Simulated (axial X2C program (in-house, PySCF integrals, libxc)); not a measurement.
# Linear HSnH at several levels

An exercise on one series of results from a longer session: the logs are not shown, and one member is left open.

The runs use an in-house X2C program for linear molecules on PySCF integrals; all-electron X2C, two-component (2c) or spin-free, H dyall-v3z, Sn dyall-v3z.

All values are calculated.

2 further runs of the same task are left out: 2 set aside as unsound or not needed.

Set-up of the first run:

The input, task.json:

```json
{"zs": [1, 50, 1], "q": 0, "bas": ["dyall-v3z", "dyall-v3z", "dyall-v3z"], "r0": [1.72, 1.72], "symm": 1, "scan": ["PBE0", "HF", "B3LYP"], "levels": ["PBE0", "HF", "r2SCAN"], "nst": 2}
```

Keys: zs atomic numbers; q charge; bas basis sets; r0 starting distance in Å; symm equal bonds; scan levels of the two-bond scan (MP2 follows by itself at each HF point); levels methods; nst determinants followed.

On the command line:

```bash
python solin.py task.json out
```

Masses H 1.008, Sn 119.902, H 1.008 u.

Steps of the session up to this table: Scan at PBE0, 2c; Scan at HF, 2c; Scan at B3LYP, 2c.

One of the session's tables, all rows but one given; the rest of the session is left out.

```
           level  r(H–Sn) (Å)  r(Sn–H) (Å)  lower stretch (cm⁻¹)  upper stretch (cm⁻¹)
        PBE0, 2c        1.646        1.646                2071.7                2163.8
          HF, 2c        1.650        1.650                2112.2                2165.2
       B3LYP, 2c        1.648        1.648                2048.7                2146.5
         MP2, 2c        1.628        1.628                2118.1                2233.4
 PBE0, spin-free        1.645        1.645                2073.2                2168.0
   HF, spin-free        1.650        1.650                2113.5                2169.2
B3LYP, spin-free            ?            ?                     ?                     ?
  MP2, spin-free        1.627        1.627                2119.2                2236.5
```

Q: Estimate the row for B3LYP, spin-free from the others.

As computed: r(H–Sn) (Å): 1.648; r(Sn–H) (Å): 1.648; lower stretch (cm⁻¹): 2050.3; upper stretch (cm⁻¹): 2151.7.

Scans not shown above were run alike.

Limits of these values: The molecule was held linear; bending was not examined, so a bent shape may lie lower.
